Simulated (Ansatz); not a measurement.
# As₄: energies up the ladder

One table from this session's results is given with a row withheld; the runs are named, their logs left out.

Computed with Ansatz 0.2.0 (the levels named in each step, unless a step's input says otherwise).

## Starting point

Bond lengths: As1–As2 2.386 Å, As1–As3 2.386 Å, As2–As3 2.386 Å, As1–As4 2.386 Å, As2–As4 2.386 Å, As3–As4 2.386 Å. Angles: As1–As2–As3 60.0°, As1–As2–As4 60.0°, As3–As2–As4 60.0°, As2–As1–As3 60.0°, As2–As1–As4 60.0°, As3–As1–As4 60.0°, As1–As3–As2 60.0°, As1–As3–As4 60.0°, As2–As3–As4 60.0°, As1–As4–As2 60.0°, As1–As4–As3 60.0°, As2–As4–As3 60.0°.

Coordinates:

```xyz
4

As   -0.9787    0.0912   -1.0812
As    0.6693    1.2889    0.1609
As    0.9892   -1.0257   -0.3234
As   -0.6798   -0.3547    1.2439
```

Set-up of the first run:

File input.yaml:

```yaml
crystal:
  periodic: [false, false, false]
  atoms:
    - { symbol: As, position_ang: [-0.97867, 0.09118, -1.08123] }
    - { symbol: As, position_ang: [0.66933, 1.2889, 0.16093] }
    - { symbol: As, position_ang: [0.98918, -1.02573, -0.32337] }
    - { symbol: As, position_ang: [-0.67977, -0.35469, 1.2439] }
basis:
  gaussian: { orbitals: def2-SVP }
hamiltonian:
  xc: pbe
  dispersion: d4
relax:
  f_tol: 0.03
  max_steps: 200
```

The run is started by

```console
$ ansatz run input.yaml --threads 4 --pin off --max-ram 10240MiB --backend cpu --events-out ev --progress --plain --runs-dir out
```

Steps of the session up to this table: A rough first relaxation, PBE-D4/def2-SVP; Relaxation, PBE0-D4/def2-TZVPP; Frequencies, PBE0-D4/def2-TZVPP; Single point, PBE-D4/def2-TZVPP; Single point, r2SCAN-D4/def2-TZVPP; Single point, B3LYP-D4/def2-TZVPP; Single point, wB97M-V/def2-TZVPP; Single point, B2PLYP/def2-TZVPP; Single point, LDA/def2-TZVPP; Single point, PBE0-D4/def2-SVP; Single point, PBE-D4/def2-SVP; Single point, CCSD(T)/def2-TZVPP; Single point, MP2/def2-QZVPP; The cation of multiplicity 2 at the same geometry, PBE0-D4/def2-TZVPP; The cation of multiplicity 2 at the same geometry, PBE-D4/def2-TZVPP; The cation of multiplicity 2 at the same geometry, r2SCAN-D4/def2-TZVPP; The cation of multiplicity 2 at the same geometry, B3LYP-D4/def2-TZVPP; The cation of multiplicity 2 at the same geometry, wB97M-V/def2-TZVPP; The cation of multiplicity 2 at the same geometry, B2PLYP/def2-TZVPP.

One table of the session follows, with a row left open; its other results are not shown here.

It belongs to the step «Vertical ionisation energy». 

```
               level  vertical ionisation energy (eV)
   PBE-D4/def2-TZVPP                            8.759
r2SCAN-D4/def2-TZVPP                            8.921
 B3LYP-D4/def2-TZVPP                                ?
  wB97M-V/def2-TZVPP                            8.809
   B2PLYP/def2-TZVPP                            8.849
```

Q: Estimate the row for B3LYP-D4/def2-TZVPP from the others.

**Answer.** vertical ionisation energy (eV): 8.827. In the column «vertical ionisation energy (eV)» it lies between wB97M-V/def2-TZVPP (8.809) and B2PLYP/def2-TZVPP (8.849).
